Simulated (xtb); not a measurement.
# GFN2-xTB run of CH3BClFS (SMILES CSB(F)Cl)

We compute a geometry optimisation of CH3BClFS. 

The calculation is run with xtb 6.7.1.

1 further run of the same task is left out (set aside as unsound or not needed).

## (1) The structure to begin with

CH3BClFS has 8 atoms, charge 0, and is taken as a singlet. As SMILES, `CSB(F)Cl`. All atoms were displaced at random from a relaxed shape. The run starts from this shape.

Bond lengths: C1–S2 1.827 Å, S2–B3 1.827 Å, B3–F4 1.417 Å, B3–Cl5 1.676 Å, C1–H6 1.133 Å, C1–H7 1.107 Å, C1–H8 1.123 Å. Angles: C1–S2–B3 99.8°, S2–B3–F4 119.2°, S2–B3–Cl5 121.2°, F4–B3–Cl5 119.5°, S2–C1–H6 104.8°, S2–C1–H7 115.8°, S2–C1–H8 113.2°, H6–C1–H7 109.1°, H6–C1–H8 108.8°, H7–C1–H8 104.9°.

## (2) A structure relaxation at GFN2-xTB

Contents of .CHRG:

```
0
```

Contents of .UHF:

```
0
```

Contents of xcontrol:

```
$opt
   hessian=swart
$end
```

Contents of start.xyz:

```xyz
8

C      0.11842000     0.90368000     0.86324000
S     -1.15518000     0.24561000    -0.26928000
B     -0.17844000    -1.04010000    -1.12430000
F      1.17243000    -1.24572000    -0.74963000
Cl    -0.86712000    -2.01586000    -2.29998000
H     -0.41561000     1.69910000     1.46894000
H      0.57631000     0.16924000     1.55336000
H      0.98453000     1.37692000     0.32847000
```

Launch:

```console
$ xtb start.xyz --input xcontrol -o normal | tee start.out
```

Q: Predict the results. Wanted: total energy at the end; dipole moment; HOMO energy; LUMO energy; HOMO–LUMO gap; dispersion energy; mean polarisability.

Computed results:

Level: GFN2-xTB.

| quantity | value |
| --- | --- |
| total energy at the end | -17.52226 Eh |
| dipole moment | 2.40 D |
| HOMO energy | -11.14 eV |
| LUMO energy | -6.90 eV |
| HOMO–LUMO gap | 4.23 eV |
| dispersion energy | -12.56 kJ/mol |
| mean polarisability (D4 model) | 61.2 bohr³ |

**Reading.** At the final geometry: Bond lengths: C1–S2 1.833 Å, S2–B3 1.789 Å, B3–F4 1.330 Å, B3–Cl5 1.722 Å, C1–H6 1.084 Å, C1–H7 1.084 Å, C1–H8 1.085 Å. Angles: C1–S2–B3 101.1°, S2–B3–F4 119.1°, S2–B3–Cl5 123.2°, F4–B3–Cl5 117.7°, S2–C1–H6 106.4°, S2–C1–H7 109.4°, S2–C1–H8 109.4°, H6–C1–H7 110.5°, H6–C1–H8 110.4°, H7–C1–H8 110.6°. The optimisation took 13 steps and changed the energy by -0.248 eV. Mulliken charges run from -0.26 on F4 to +0.49 on B3.
